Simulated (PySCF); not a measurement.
# Pb2OF2: other spin states, a change of charge and excitations

Aim: at the relaxed geometry of Pb2OF2, try other spin states, a change of charge and excitations. The structure is generated, not taken from experiment.

The runs use PySCF 2.14.0; BP86, Pb def2-SVP with ECP60, O def2-SVP, F def2-SVP; scalar-relativistic core potentials, no spin–orbit coupling.

3 further runs of the same task are left out: 2 for a known fault of the program, 1 that didn't finish.

### Step 1. The starting structure

5 atoms, charge 0, spin multiplicity 1.

Bond lengths: Pb1–O3 2.117 Å, Pb1–F4 2.086 Å, Pb2–O3 2.117 Å, Pb2–F5 2.086 Å. Angles: O3–Pb1–F4 100.7°, O3–Pb2–F5 100.7°, Pb1–O3–Pb2 148.9°.

As a file:

```csv
atom,x (Å),y (Å),z (Å)
Pb1,0.6332,0.0111,2.0396
Pb2,0.6332,0.0111,-2.0396
O3,1.2012,0.0211,0.0000
F4,-1.4449,-0.0254,1.8633
F5,-1.4449,-0.0254,-1.8633
```

Formal oxidation states: Pb +2. An earlier session relaxed this geometry at BP86, Pb def2-SVP with ECP60, O def2-SVP, F def2-SVP (singlet, point group C2v).

Its energy there is -660.842270 Eh.

### Step 2. Multiplicity 3 at the relaxed geometry

run.py (the lines that set the calculation)

```python
mol = gto.M(atom='''
Pb     0.63324     0.01112     2.03965
Pb     0.63324     0.01112    -2.03965
O      1.20124     0.02109     0.00000
F     -1.44491    -0.02537     1.86330
F     -1.44491    -0.02537    -1.86330''',
    basis={'Pb': 'def2-SVP', 'O': 'def2-SVP', 'F': 'def2-SVP'},
    ecp={'Pb': 'def2-SVP'},
    charge=0, spin=2)
mf = dft.UKS(mol, xc='B88,P86')
mf.grids.atom_grid = (50, 194)
mf = mf.density_fit()  # fitting sets: Pb def2-universal-JKFIT, O def2-universal-JKFIT, F def2-universal-JKFIT
mf.conv_tol = 1e-08; mf.max_cycle = 55
mf.kernel(dm0)  # dm0: free metal ions and neutral atoms
```

Started as:

```sh
OMP_NUM_THREADS=2 python run.py
```

The log of the run:

```text
init E= -680.646151169743
cycle= 1 E= -633.05572985062  delta_E= 47.6  |g|= 4.67  |ddm|=   10
cycle= 2 E= -504.909590189103  delta_E=  128  |g|=   15  |ddm|= 17.2
cycle= 3 E= -640.279664445348  delta_E= -135  |g|= 5.66  |ddm|= 9.94
cycle= 4 E= -656.349195321253  delta_E= -16.1  |g|= 3.01  |ddm|= 7.18
  HOMO = -0.0690534245674  LUMO = -0.0633730315907  gap/eV = 0.15457
cycle= 5 E= -652.667554242092  delta_E= 3.68  |g|= 3.05  |ddm|= 3.69
cycle= 6 E= -659.000413930439  delta_E= -6.33  |g|= 1.87  |ddm|=  3.6
cycle= 7 E= -660.258239199145  delta_E= -1.26  |g|= 1.01  |ddm|= 1.65
cycle= 8 E= -660.654025402268  delta_E= -0.396  |g|= 0.43  |ddm|= 1.17
cycle= 9 E= -660.714359019137  delta_E= -0.0603  |g|= 0.179  |ddm|= 0.414
cycle= 10 E= -660.725393213911  delta_E= -0.011  |g|= 0.091  |ddm|= 0.186
cycle= 11 E= -660.729100822323  delta_E= -0.00371  |g|= 0.0287  |ddm|= 0.0985
cycle= 12 E= -660.729430564176  delta_E= -0.00033  |g|= 0.00954  |ddm|= 0.0346
cycle= 13 E= -660.728532910058  delta_E= 0.000898  |g|= 0.0289  |ddm|= 0.0855
cycle= 14 E= -660.72950057027  delta_E= -0.000968  |g|= 0.00174  |ddm|= 0.0729
cycle= 15 E= -660.729500808943  delta_E= -2.39e-07  |g|= 0.00107  |ddm|= 0.00362
cycle= 16 E= -660.729501776015  delta_E= -9.67e-07  |g|= 0.000779  |ddm|= 0.00453
cycle= 17 E= -660.729502273549  delta_E= -4.98e-07  |g|= 5.67e-05  |ddm|= 0.00158
cycle= 18 E= -660.729502275862  delta_E= -2.31e-09  |g|= 1.02e-05  |ddm|= 0.000105
Extra cycle  E= -660.729502274878  delta_E= 9.84e-10  |g|= 4.62e-05  |ddm|= 6.08e-05
converged SCF energy = -660.729502274878  <S^2> = 2.0039118  2S+1 = 3.0026067
```

It took 7.6 s on 2 threads of Arm Neoverse N1, shared host.

Read off: E = -660.729502 Eh (+3.069 eV from the relaxed state), HOMO -3.54 eV, LUMO -6.59 eV (over both spins), ⟨S²⟩ = 2.004, Mulliken charge on Pb1 +0.64 e. An empty level of one spin lies below a filled level of the other.

### Step 3. One electron removed, multiplicity 2

run.py (the lines that set the calculation): that of step 2 with these lines changed.

```diff
@@ -8,3 +8,3 @@
     ecp={'Pb': 'def2-SVP'},
-    charge=0, spin=2)
+    charge=1, spin=1)
 mf = dft.UKS(mol, xc='B88,P86')
@@ -13,2 +13,2 @@
 mf.conv_tol = 1e-08; mf.max_cycle = 55
-mf.kernel(dm0)  # dm0: free metal ions and neutral atoms
+mf.kernel(dm0)  # dm0: the density of the relaxed state
```

Started as:

```sh
OMP_NUM_THREADS=2 python run.py
```

The log of the run:

```text
init E= -660.844429889039
  HOMO = -0.227410033304  LUMO = -0.226050966905  gap/eV = 0.03698
cycle= 1 E= -660.378421285796  delta_E= 0.466  |g|= 0.478  |ddm|= 0.675
  HOMO = -0.478747273882  LUMO = -0.475442289072  gap/eV = 0.08993
cycle= 2 E= -659.400874413991  delta_E= 0.978  |g|= 1.48  |ddm|= 1.63
  HOMO = -0.474751570481  LUMO = -0.467168378612  gap/eV = 0.20635
cycle= 3 E= -660.403910321595  delta_E=   -1  |g|= 0.475  |ddm|= 1.38
  HOMO = -0.439681715235  LUMO = -0.427674762628  gap/eV = 0.32673
cycle= 4 E= -660.379218524409  delta_E= 0.0247  |g|= 0.519  |ddm|= 0.844
  HOMO = -0.439164691189  LUMO = -0.43411335439  gap/eV = 0.13745
cycle= 5 E= -660.510247550645  delta_E= -0.131  |g|= 0.0925  |ddm|= 0.504
  HOMO = -0.434799598499  LUMO = -0.427317095627  gap/eV = 0.20361
cycle= 6 E= -660.514172249062  delta_E= -0.00392  |g|= 0.0347  |ddm|= 0.0729
  HOMO = -0.43413417107  LUMO = -0.425977734167  gap/eV = 0.22195
cycle= 7 E= -660.514710999466  delta_E= -0.000539  |g|= 0.0176  |ddm|= 0.0596
  HOMO = -0.4344128599  LUMO = -0.425799719163  gap/eV = 0.23438
cycle= 8 E= -660.514870139464  delta_E= -0.000159  |g|= 0.00305  |ddm|= 0.0171
  HOMO = -0.434685977149  LUMO = -0.425831377784  gap/eV = 0.24095
cycle= 9 E= -660.514875367166  delta_E= -5.23e-06  |g|= 0.000462  |ddm|= 0.00371
  HOMO = -0.434667628033  LUMO = -0.425779812884  gap/eV = 0.24185
cycle= 10 E= -660.514875596716  delta_E= -2.3e-07  |g|= 0.000208  |ddm|= 0.000985
  HOMO = -0.434661212723  LUMO = -0.425777465874  gap/eV = 0.24174
cycle= 11 E= -660.514875682601  delta_E= -8.59e-08  |g|= 0.00027  |ddm|= 0.000453
  HOMO = -0.434659929187  LUMO = -0.425777006013  gap/eV = 0.24172
cycle= 12 E= -660.514875518992  delta_E= 1.64e-07  |g|= 1.85e-05  |ddm|= 0.000374
  HOMO = -0.434659966481  LUMO = -0.425777722922  gap/eV = 0.24170
cycle= 13 E= -660.51487551919  delta_E= -1.97e-10  |g|= 3e-06  |ddm|= 2.84e-05
  HOMO = -0.434661552236  LUMO = -0.42577812512  gap/eV = 0.24173
Extra cycle  E= -660.514875519074  delta_E= 1.16e-10  |g|= 1.64e-05  |ddm|= 1.7e-05
converged SCF energy = -660.514875519074  <S^2> = 0.75317791  2S+1 = 2.0031754
```

Run time: 5.9 s. Hardware: 2 threads of Arm Neoverse N1, shared host.

It gives: E = -660.514876 Eh (+8.909 eV from the relaxed state), HOMO -11.83 eV, LUMO -11.59 eV (over both spins), ⟨S²⟩ = 0.753, Mulliken charge on Pb1 +1.08 e. 

### Step 4. One electron added, multiplicity 2

run.py (the lines that set the calculation): that of step 3 with these lines changed.

```diff
@@ -8,3 +8,3 @@
     ecp={'Pb': 'def2-SVP'},
-    charge=1, spin=1)
+    charge=-1, spin=1)
 mf = dft.UKS(mol, xc='B88,P86')
```

Started as:

```sh
OMP_NUM_THREADS=2 python run.py
```

The log of the run:

```text
init E= -660.844309901856
  HOMO = -0.116983720086  LUMO = -0.114653679918  gap/eV = 0.06340
cycle= 1 E= -660.866701803668  delta_E= -0.0224  |g|= 0.0981  |ddm|= 0.851
  HOMO = 0.0649905775287  LUMO = 0.0860659730369  gap/eV = 0.57349
cycle= 2 E= -660.868631786174  delta_E= -0.00193  |g|= 0.127  |ddm|= 0.626
  HOMO = 0.0520698360083  LUMO = 0.0736858486609  gap/eV = 0.58820
cycle= 3 E= -660.867981522796  delta_E= 0.00065  |g|= 0.147  |ddm|= 0.247
  HOMO = 0.0486647881142  LUMO = 0.0706727065261  gap/eV = 0.59887
cycle= 4 E= -660.877446450192  delta_E= -0.00946  |g|= 0.017  |ddm|= 0.119
  HOMO = 0.0459314911591  LUMO = 0.0686702916459  gap/eV = 0.61875
cycle= 5 E= -660.877575487539  delta_E= -0.000129  |g|= 0.00422  |ddm|= 0.018
  HOMO = 0.0458142786255  LUMO = 0.0686996099419  gap/eV = 0.62274
cycle= 6 E= -660.877580518104  delta_E= -5.03e-06  |g|= 0.00421  |ddm|= 0.00732
  HOMO = 0.0456098687409  LUMO = 0.0686434859337  gap/eV = 0.62678
cycle= 7 E= -660.877587965307  delta_E= -7.45e-06  |g|= 0.000611  |ddm|= 0.00355
  HOMO = 0.0456098785136  LUMO = 0.0687147797633  gap/eV = 0.62872
cycle= 8 E= -660.877588454817  delta_E= -4.9e-07  |g|= 0.000186  |ddm|= 0.00159
  HOMO = 0.0456203758583  LUMO = 0.0687413878642  gap/eV = 0.62915
cycle= 9 E= -660.877588488385  delta_E= -3.36e-08  |g|= 5.72e-05  |ddm|= 0.00047
  HOMO = 0.0456189132505  LUMO = 0.0687396542064  gap/eV = 0.62915
cycle= 10 E= -660.877588490098  delta_E= -1.71e-09  |g|= 2.37e-05  |ddm|= 9.65e-05
  HOMO = 0.0456187266542  LUMO = 0.0687389845344  gap/eV = 0.62913
Extra cycle  E= -660.877588486291  delta_E= 3.81e-09  |g|= 9.58e-05  |ddm|= 0.000101
converged SCF energy = -660.877588486291  <S^2> = 0.75561274  2S+1 = 2.0056049
```

Run time: 4.9 s. Hardware: 2 threads of Arm Neoverse N1, shared host.

Read off: E = -660.877588 Eh (-0.961 eV from the relaxed state), HOMO 1.24 eV, LUMO 1.82 eV (over both spins), ⟨S²⟩ = 0.756, Mulliken charge on Pb1 +0.27 e. The highest filled level lies above zero; it isn't the detachment energy.

### Step 5. Singlet excitations, Tamm-Dancoff CAM-B3LYP

run.py (the lines that set the calculation): that of step 4 with these lines changed.

```diff
@@ -8,4 +8,4 @@
     ecp={'Pb': 'def2-SVP'},
-    charge=-1, spin=1)
-mf = dft.UKS(mol, xc='B88,P86')
+    charge=0, spin=0)
+mf = dft.RKS(mol, xc='CAMB3LYP')
 mf.grids.atom_grid = (50, 194)
```

Started as:

```sh
OMP_NUM_THREADS=2 python run.py
```

The log of the run:

```text
init E= -660.383057023114
  HOMO = -0.316596137196964  LUMO = -0.0529849148393215  gap/eV = 7.17323
cycle= 1 E= -660.389458027251  delta_E= -0.0064  |g|= 0.139  |ddm|= 0.358
  HOMO = -0.297805082315162  LUMO = -0.0553015080150985  gap/eV = 6.59886
cycle= 2 E= -660.382109551272  delta_E= 0.00735  |g|= 0.241  |ddm|= 0.239
  HOMO = -0.313236538769908  LUMO = -0.0559515428547688  gap/eV = 7.00108
cycle= 3 E= -660.392856468047  delta_E= -0.0107  |g|= 0.0313  |ddm|= 0.158
  HOMO = -0.311973445135946  LUMO = -0.0556925197362771  gap/eV = 6.97376
cycle= 4 E= -660.39304596288  delta_E= -0.000189  |g|= 0.00693  |ddm|= 0.023
  HOMO = -0.311830161937468  LUMO = -0.0555973001750094  gap/eV = 6.97245
cycle= 5 E= -660.393059622169  delta_E= -1.37e-05  |g|= 0.000865  |ddm|= 0.00956
  HOMO = -0.311861980756323  LUMO = -0.0556583351979598  gap/eV = 6.97166
cycle= 6 E= -660.393060072284  delta_E= -4.5e-07  |g|= 0.000206  |ddm|= 0.00192
  HOMO = -0.311827916480671  LUMO = -0.0556425851214251  gap/eV = 6.97116
cycle= 7 E= -660.393060124193  delta_E= -5.19e-08  |g|= 4.48e-05  |ddm|= 0.000792
  HOMO = -0.311825476598578  LUMO = -0.0556428883291983  gap/eV = 6.97108
cycle= 8 E= -660.393060126019  delta_E= -1.83e-09  |g|= 7.55e-06  |ddm|= 0.000135
  HOMO = -0.311824077371259  LUMO = -0.0556421114867821  gap/eV = 6.97107
Extra cycle  E= -660.39306012607  delta_E= -5.06e-11  |g|= 3.66e-06  |ddm|= 1.99e-05
converged SCF energy = -660.39306012607
```

Wall time 53 s (2 threads of Arm Neoverse N1, shared host).

Result: E = -660.393060 Eh, HOMO -8.49 eV, LUMO -1.51 eV, Mulliken charge on Pb1 +0.85 e. 

Singlet excitations:

```csv
state,energy (eV),oscillator strength
1,4.00,0.0726
2,4.11,0.0000
3,4.43,0.0000
4,4.44,0.0011
5,4.61,0.0947
6,5.35,0.0008
7,5.56,0.0175
8,5.57,0.0000
```

### Step 6. Results

| state | energy from the relaxed state (eV) | ⟨S²⟩ | time |
| --- | --- | --- | --- |
| charge 0, singlet, vacuum (relaxed) | 0 | 0.00 |  |
| charge -1, doublet, vacuum | -0.96 | 0.76 | 4.9 s |
| charge 0, triplet, vacuum | 3.07 | 2.00 | 7.6 s |
| charge +1, doublet, vacuum | 8.91 | 0.75 | 5.9 s |

An electron taken off or put on is at rest in vacuum. 

In the excitation run (CAM-B3LYP), the lowest singlet lies at 4.00 eV (gaps between orbitals at other levels can't be set against it), and the brightest of the eight at 4.61 eV (f = 0.095); spin–orbit coupling would mix in triplets. Removing an electron vertically costs 8.91 eV (doublet), against −HOMO = 6.22 eV. Adding an electron vertically releases 0.96 eV (doublet). The triplet lies 3.07 eV above at this geometry. The bases are small and lack diffuse functions. Spin–orbit coupling is left out.
